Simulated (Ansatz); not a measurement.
# ZnO: an axial (c/a) deformation path

One table from this session's results is given with a row withheld; the runs are named, their logs left out.

Method: DFT r2SCAN, scalar-relativistic, plane waves, PAW, in Ansatz 0.2.0.

**The structure to begin with**

It takes space group P6_3mc (No. 186, hexagonal). Conventional cell: a = 3.249 Å, b = 3.249 Å, c = 5.204 Å, α = 90.00°, β = 90.00°, γ = 120.00°. Zn (site symmetry 3m) is surrounded by 4 O at 1.97 to 1.99 Å. O (site symmetry 3m) is surrounded by 4 Zn at 1.97 to 1.99 Å.

Coordinates:

```cif
data_structure
_symmetry_space_group_name_H-M 'P6_3mc'
_symmetry_Int_Tables_number 186
_cell_length_a 3.2494
_cell_length_b 3.2494
_cell_length_c 5.2038
_cell_angle_alpha 90.000
_cell_angle_beta 90.000
_cell_angle_gamma 120.000
_cell_volume 47.58
loop_
_atom_site_label
_atom_site_type_symbol
_atom_site_symmetry_multiplicity
_atom_site_Wyckoff_symbol
_atom_site_fract_x
_atom_site_fract_y
_atom_site_fract_z
_atom_site_occupancy
Zn1 Zn 2 b 0.33333 0.66667 0.00000 1
O1 O 2 b 0.33333 0.66667 0.38210 1
```

The cell is taken as given, not relaxed at this level.

Set-up of the first run:

Contents of input.yaml:

```yaml
crystal:
  lattice:
    - [3.2493987239, 0.0, 0.0]
    - [-1.6246993619, 2.8140618419, 0.0]
    - [0.0, 0.0, 5.2038]
  atoms:
    - { symbol: Zn, position: [0.3333333333, 0.6666666667, 0.0] }
    - { symbol: Zn, position: [0.6666666667, 0.3333333333, 0.5] }
    - { symbol: O, position: [0.3333333333, 0.6666666667, 0.3821] }
    - { symbol: O, position: [0.6666666667, 0.3333333333, 0.8821] }
basis:
  ecutwfc: 500
kpoints:
  mp_grid: { grid: [12, 12, 6] }
hamiltonian:
  xc: r2scan
scf:
  occupations: { method: gaussian, width: 0.05 }
output:
  forces: true
  stress: true
  eigenvalues: true
  write_density: true
  write_potential: true
  elf: true
  volumetric_format: npy
```

Run with:

```
$ ansatz run input.yaml --threads 1 --pin off --max-ram 2560MiB --backend cpu --events-out ev --progress --plain --runs-dir out
```

Among the steps run: The reference: the undisturbed cell on the scan's mesh; Point ρ = 0.850; ρ = 1.200; Point ρ = 0.920; Point ρ = 1.100; ρ = 0.960; At ρ = 1.050; At ρ = 0.800; Point ρ = 1.300.

One of the session's tables, all rows but one given; the rest of the session is left out.

| ρ | ΔE (meV/atom) | pressure (GPa) | gap on the mesh (eV) |
| --- | --- | --- | --- |
| 0.800 | 327.8 | 10.7 | 1.27 |
| 0.850 | 166.5 | 4.8 | 1.24 |
| 0.920 | 41.7 | 0.2 | 1.26 |
| 0.960 | 9.9 | -0.8 | 1.28 |
| 1.000 | 0.0 | -1.1 | 1.23 |
| 1.050 | 12.2 | -0.4 | 1.15 |
| 1.100 | ? | ? | ? |
| 1.200 | 159.9 | 5.6 | 0.75 |
| 1.300 | 315.8 | 11.4 | 0.38 |

Q: Estimate the row for ρ = 1.100 from the others.

Worked estimate for «ΔE (meV/atom)». A straight line through the neighbours (1.050, 12.2) and (1.200, 159.9) gives 12.2 + (159.9 − 12.2) × (1.100 − 1.050) / (1.200 − 1.050) = 61.4; a parabola fitted to 4 rows on both sides gives 50.3.

The run gave: ΔE (meV/atom): 45.8; pressure (GPa): 1.0; gap on the mesh (eV): 1.04. In «ΔE (meV/atom)» the line misses by +15.6 and the parabola by +4.5.
